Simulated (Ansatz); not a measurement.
# Ta: a tetragonal deformation path

One table from this session's results is given with a row withheld; the runs are named, their logs left out.

Program: Ansatz 0.2.0. Level of theory: DFT r2SCAN, scalar-relativistic, plane waves, PAW. These are calculated values, not measurements.

1 further run of the same task is left out (set aside as unsound or not needed). Runs told in other sessions of the task aren't counted.

### The structure to begin with

It takes space group Fm-3m (No. 225, cubic). The conventional cell has a = 4.208 Å, b = 4.208 Å, c = 4.208 Å, α = 90.00°, β = 90.00°, γ = 90.00°. Ta (site symmetry m-3m) has 12 Ta at 2.98 Å in its first shell of neighbours.

As a file:

```
CELL_PARAMETERS angstrom
0.00000 2.10393 2.10393
2.10393 0.00000 2.10393
2.10393 2.10393 0.00000
ATOMIC_POSITIONS crystal
Ta 0.00000 0.00000 0.00000
```

It is the result of an earlier relaxation at this level (volume 18.63 Å³/atom; gap on the mesh: none (metal)).

Set-up of the first run:

File input.yaml:

```yaml
crystal:
  lattice:
    - [0.0, 2.1039285555, 2.1039285555]
    - [2.1039285555, 0.0, 2.1039285555]
    - [2.1039285555, 2.1039285555, 0.0]
  atoms:
    - { symbol: Ta, position: [0.0, 0.0, 0.0] }
basis:
  ecutwfc: 500
kpoints:
  mp_grid: { grid: [28, 28, 28] }
hamiltonian:
  xc: r2scan
scf:
  occupations: { method: gaussian, width: 0.15 }
output:
  forces: true
  stress: true
  eigenvalues: true
  write_density: true
  write_potential: true
  elf: true
  volumetric_format: npy
```

Run with:

```bash
ansatz run input.yaml --threads 1 --pin off --max-ram 2560MiB --backend cpu --events-out ev --progress --plain --runs-dir out
```

Among the steps run: Zero of the scan; Point ρ = 0.707; ρ = 1.414; At ρ = 0.850; ρ = 1.200; ρ = 0.780; Point ρ = 1.300; Point ρ = 0.920; Point ρ = 1.100; At ρ = 0.650; Point ρ = 1.500; ρ = 0.960; Point ρ = 1.050.

One of the session's tables, all rows but one given; the rest of the session is left out.

The scan, with free energies counted from the undisturbed cell:

```
    ρ  ΔE (meV/atom)  pressure (GPa)
0.650         -208.8            -5.3
0.707         -232.6            -5.9
0.780         -197.7            -5.1
0.850              ?               ?
0.920          -37.7            -1.2
0.960           -8.0            -0.3
1.000            0.0             0.0
1.050           -9.4            -0.4
1.100          -35.3            -1.3
1.200          -77.3            -2.5
1.300          -43.5            -2.2
1.414          105.9             0.0
1.500          283.5             3.3
```

**Question.** Estimate the row for ρ = 0.850.

Worked estimate for «ΔE (meV/atom)». A straight line through the neighbours (0.780, -197.7) and (0.920, -37.7) gives -197.7 + (-37.7 + 197.7) × (0.850 − 0.780) / (0.920 − 0.780) = -117.7; a parabola fitted to 4 rows on both sides gives -127.9.

**Answer.** ΔE (meV/atom): -121.3; pressure (GPa): -3.2. In «ΔE (meV/atom)» the line misses by +3.6 and the parabola by -6.6.
